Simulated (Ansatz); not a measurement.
# C5H12BClN2: small, medium and large basis sets

An exercise on one series of results from a longer session: the logs are not shown, and one member is left open.

Method: one geometry, several basis sets; program: Ansatz 0.2.0, Gaussian basis.

The runs, in order: PBE0-D4/def2-SVP; ωB97M-V/def2-SVP; PBE0-D4/def2-QZVPP; ωB97M-V/def2-QZVPP; the functionals' def2-TZVPP values are taken from earlier runs.

## The geometry

The geometry comes from an earlier relaxation with PBE0-D4 in a triple-zeta def2 set; it is a stationary point, not always the lowest conformer.

SMILES `CC1=[N+](C)[B-](C)(Cl)N1C`, 21 atoms, charge 0, spin multiplicity 1.

Atoms are counted from 1 here; the program's logs count them from 0.

Bond lengths: C1–C2 1.481 Å, C1–H10 1.091 Å, C1–H11 1.093 Å, C1–H12 1.089 Å, C2–N3 1.321 Å, C2–N8 1.321 Å, N3–C4 1.427 Å, N3–B5 1.584 Å, C4–H13 1.093 Å, C4–H14 1.092 Å, C4–H15 1.097 Å, B5–C6 1.584 Å, B5–Cl7 1.848 Å, B5–N8 1.585 Å, C6–H16 1.094 Å, C6–H17 1.093 Å, C6–H18 1.095 Å, N8–C9 1.427 Å and more. Angles: C2–C1–H10 110.3°, C2–C1–H11 110.0°, C2–C1–H12 111.1°, H10–C1–H11 108.0°, H10–C1–H12 109.0°, H11–C1–H12 108.3°, C1–C2–N3 128.4°, C1–C2–N8 129.5°, N3–C2–N8 102.1°, C2–N3–C4 129.6°, C2–N3–B5 88.5°, C4–N3–B5 137.9°, N3–C4–H13 111.0°, N3–C4–H14 109.7°, N3–C4–H15 111.9°, H13–C4–H14 108.0°, H13–C4–H15 108.2°, H14–C4–H15 107.9° and more.

The first run:

in.yaml reads:

```yaml
crystal:
  periodic: [false, false, false]
  atoms:
    - {symbol: C, position_ang: [1.738264, -0.899955, -1.159366]}
    - {symbol: C, position_ang: [0.659954, -0.175340, -0.447657]}
    - {symbol: N, position_ang: [-0.554443, 0.117731, -0.878314]}
    - {symbol: C, position_ang: [-1.288716, -0.431439, -1.971716]}
    - {symbol: B, position_ang: [-0.858582, 0.754748, 0.539923]}
    - {symbol: C, position_ang: [-1.971061, 0.035579, 1.408736]}
    - {symbol: Cl, position_ang: [-1.013859, 2.594973, 0.473032]}
    - {symbol: N, position_ang: [0.645655, 0.315915, 0.778615]}
    - {symbol: C, position_ang: [1.715954, 0.698478, 1.640968]}
    - {symbol: H, position_ang: [1.859569, -0.503269, -2.168826]}
    - {symbol: H, position_ang: [1.484778, -1.960036, -1.242054]}
    - {symbol: H, position_ang: [2.685095, -0.814712, -0.628494]}
    - {symbol: H, position_ang: [-0.614987, -0.827460, -2.735855]}
    - {symbol: H, position_ang: [-1.901984, 0.346229, -2.431577]}
    - {symbol: H, position_ang: [-1.955307, -1.240737, -1.650484]}
    - {symbol: H, position_ang: [-2.969264, 0.232122, 1.006478]}
    - {symbol: H, position_ang: [-1.965942, 0.403330, 2.438271]}
    - {symbol: H, position_ang: [-1.826994, -1.049550, 1.439940]}
    - {symbol: H, position_ang: [1.541842, 0.328007, 2.654241]}
    - {symbol: H, position_ang: [1.795405, 1.789680, 1.688383]}
    - {symbol: H, position_ang: [2.669923, 0.296306, 1.292555]}
basis:
  gaussian: {orbitals: def2-SVP}
hamiltonian: {xc: pbe0, dispersion: d4}
output: {orbitals: {seedname: orbitals}}
```

Launch:

```bash
$ ansatz run in.yaml --threads 4 --pin off --events-out ev --progress --plain --max-ram 66560MiB --backend cpu
```

Steps of the session up to this table: PBE0-D4 in def2-SVP; ωB97M-V in def2-SVP; PBE0-D4 in def2-QZVPP; ωB97M-V in def2-QZVPP.

One table of the session follows, with a row left open; its other results are not shown here.

It belongs to the step «Density functionals: the series». 

```
functional       basis  HOMO (eV)  LUMO (eV)
   PBE0-D4    def2-SVP      -6.39       0.02
   PBE0-D4  def2-TZVPP      -6.54      -0.11
   PBE0-D4  def2-QZVPP      -6.57      -0.17
   ωB97M-V    def2-SVP          ?          ?
   ωB97M-V  def2-TZVPP      -8.77       1.91
   ωB97M-V  def2-QZVPP      -8.80       1.21
```

Estimate the missing values for ωB97M-V, def2-SVP.

The run gave: HOMO (eV): -8.61; LUMO (eV): 2.16. In the column «HOMO (eV)» it lies between ωB97M-V, def2-TZVPP (-8.77) and PBE0-D4, def2-QZVPP (-6.57).
